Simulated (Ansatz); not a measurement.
# U-wB97X/cc-pVDZ run of SiH2SeCl (SMILES Cl[SiH][SeH])

What is the electronic atomisation energy of SiH2SeCl at U-wB97X/cc-pVDZ? 

Program for the calculation: Ansatz 0.2.0.

69 further runs of the same task are left out: 69 set aside as unsound or not needed. Runs told in other sessions of the task aren't counted.

### Step 1. The system as given

The species is SiH2SeCl (5 atoms), meant as a doublet with charge 0. SMILES: `Cl[SiH][SeH]`. The shape is that of a PBE0-D4/def2-TZVP optimisation. This is one conformer, not always the lowest.

Bond lengths: Cl1–Si2 2.061 Å, Si2–Se3 2.266 Å, Si2–H4 1.489 Å, Se3–H5 1.469 Å. Angles: Cl1–Si2–Se3 113.7°, Cl1–Si2–H4 107.9°, Se3–Si2–H4 104.8°, Si2–Se3–H5 93.1°.

### Step 2. The energy at U-wB97X/cc-pVDZ

File input.yaml:

```yaml
crystal:
  periodic: [false, false, false]
  atoms:
    - symbol: Cl
      position_ang: [-2.098500, -0.286100, 0.143900]
    - symbol: Si
      position_ang: [-0.121800, -0.761200, -0.193900]
    - symbol: Se
      position_ang: [1.300800, 0.972900, 0.128200]
    - symbol: H
      position_ang: [0.283800, -1.778100, 0.815900]
    - symbol: H
      position_ang: [0.685700, 1.778800, -0.935500]
basis:
  gaussian:
    orbitals: cc-pVDZ
magnetization:
  spin_polarized: true
  initial_magnetization: 1
hamiltonian:
  xc: {name: wB97X}
accuracy: high
output:
  orbitals: {seedname: orbitals}
```

Run with:

```console
$ ansatz run input.yaml --threads 1 --pin off --max-ram 2610MiB --events-out events.jsonl --progress --plain --runs-dir runs
```

The log of the run:

```text
Warning: RAYON_NUM_THREADS=1 ignored (pool sized by the plan → 1); use --threads N
Functional definition: wB97X
  name "wB97X"
  parameter omega = 0.3/bohr
  parameter cx = 0.157706
  parameter cx1 = 0.726479
  parameter cx2 = 1.04760
  parameter cx3 = -5.70635
  parameter cx4 = 13.2794
  parameter css1 = -4.33879
  parameter css2 = 18.2308
  parameter css3 = -31.7430
  parameter css4 = 17.2901
  parameter cos1 = 2.37031
  parameter cos2 = -11.3995
  parameter cos3 = 6.58405
  parameter cos4 = -3.78132
  exchange = spin_sum(e_x_unif_sr(omega)*poly(b97_u_x, 1 - cx, cx1, cx2, cx3, cx4)) + cx*exact_x_sr(omega)
      + exact_x_lr(omega)
  correlation = spin_sum(e_c_pw_same_spin*poly(b97_u_same, 1, css1, css2, css3, css4))
      + integral(e_c_pw_opposite_spin*poly(b97_u_opposite, 1, cos1, cos2, cos3, cos4))
1586 factors; integrals over basis functions are off by at most 4.6e-9 eV
319 factors; integrals over basis functions are off by at most 2.2e-9 eV
mean field evaluation 1: about -85782.2763 eV, gradient 9.4e0 eV
mean field evaluation 2: about -85782.7894 eV, gradient 5.8e0 eV
mean field evaluation 4: about -85783.0134 eV, gradient 3.2e-1 eV
mean field evaluation 8: about -85783.0870 eV, gradient 2.5e-2 eV
mean field evaluation 16: about -85783.0870 eV, gradient 1.9e-4 eV
mean field -85783.08702979 eV, -3152.4703024800 hartree, gradient 2.7e-8 eV, S^2 0.753795; 0 other end points of the search recorded, 0 dependent functions left out
reference -85783.08702761 eV, -3152.4703024001 hartree; 34, 33 occupied and 39, 40 virtual orbitals, 1586 factors
Total energy: -85783.08702761 eV, -3152.4703024001 hartree
```

Run time: 28 s. Hardware: 1 thread of Intel Xeon 6975P-C (Granite Rapids), shared host; peak memory 0.78 GiB.

### Step 3. The Cl atom, same level

File molecule.yaml:

```yaml
crystal:
  periodic: [false, false, false]
  atoms:
    - {symbol: Cl, position_ang: [0.000000, 0.000000, 0.000000]}
basis:
  gaussian:
    orbitals: cc-pVDZ
magnetization:
  spin_polarized: true
  initial_magnetization: 1
hamiltonian:
  xc: {name: wB97X}
accuracy: high
```

Run with:

```console
$ ansatz run molecule.yaml --threads 1 --pin off --max-ram 2610MiB --events-out events.jsonl --progress --plain --runs-dir runs
```

The log of the run, shortened:

```text
Warning: RAYON_NUM_THREADS=1 ignored (pool sized by the plan → 1); use --threads N
[... 2 set-up lines as earlier in the session ...]
[...]
      + exact_x_lr(omega)
[...]
      + integral(e_c_pw_opposite_spin*poly(b97_u_opposite, 1, cos1, cos2, cos3, cos4))
141 factors; integrals over basis functions are off by at most 3.0e-9 eV
60 factors; integrals over basis functions are off by at most 4.0e-10 eV
[...]
mean field -12521.02236656 eV, -460.1390849175 hartree, gradient 8.4e-9 eV, S^2 0.752209; 0 other end points of the search recorded, 0 dependent functions left out
reference -12521.02236549 eV, -460.1390848781 hartree; 9, 8 occupied and 9, 10 virtual orbitals, 141 factors
Total energy: -12521.02236549 eV, -460.1390848781 hartree
```

It took 1.7 s on 1 thread of Intel Xeon 6975P-C (Granite Rapids), shared host; peak memory 0.18 GiB.

### Step 4. The H atom, same level

File input.yaml:

```yaml
basis:
  gaussian: {orbitals: cc-pVDZ}
crystal:
  periodic: [false, false, false]
  atoms:
    - {symbol: H, position_ang: [0.000000, 0.000000, 0.000000]}
magnetization: {spin_polarized: true, initial_magnetization: 1}
hamiltonian: {xc: {name: wB97X}}
accuracy: high
```

Run the same way, it converges to -0.50060 Eh (log not shown).

### Step 5. The Se atom at the same level

File job.yaml:

```yaml
crystal:
  periodic: [false, false, false]
  atoms:
    - symbol: Se
      position_ang: [0.000000, 0.000000, 0.000000]
basis:
  gaussian:
    orbitals: cc-pVDZ
total_charge: 0
magnetization:
  spin_polarized: true
  initial_magnetization: 2
hamiltonian:
  xc: {name: wB97X}
accuracy: high
```

Run the same way, it converges to -2401.49274 Eh (log not shown).

### Step 6. The Si atom, same level

File in.yaml:

```yaml
crystal:
  periodic: [false, false, false]
  atoms:
    - symbol: Si
      position_ang: [0.000000, 0.000000, 0.000000]
basis:
  gaussian: {orbitals: cc-pVDZ}
magnetization: {spin_polarized: true, initial_magnetization: 2}
hamiltonian: {xc: {name: wB97X}}
accuracy: high
```

Run the same way, it converges to -289.35699 Eh (log not shown).

### Step 7. Results

Level: U-wB97X/cc-pVDZ.

```
                                    quantity           value
                      molecule: total energy  -3152.47030 Eh
molecule: HOMO energy (highest over α and β)        -8.43 eV
 molecule: LUMO energy (lowest over α and β)        -1.43 eV
                              molecule: ⟨S²⟩           0.754
                       Cl atom: total energy   -460.13908 Eh
                               Cl atom: ⟨S²⟩           0.752
                        H atom: total energy     -0.50060 Eh
                                H atom: ⟨S²⟩           0.750
                       Se atom: total energy  -2401.49274 Eh
                               Se atom: ⟨S²⟩           2.002
                       Si atom: total energy   -289.35699 Eh
                               Si atom: ⟨S²⟩           2.004
               electronic atomisation energy       13.069 eV
```

**Reading.** Taking the molecule apart into free atoms costs 13.07 eV (1261 kJ/mol), before zero-point energy and without spin-orbit coupling.
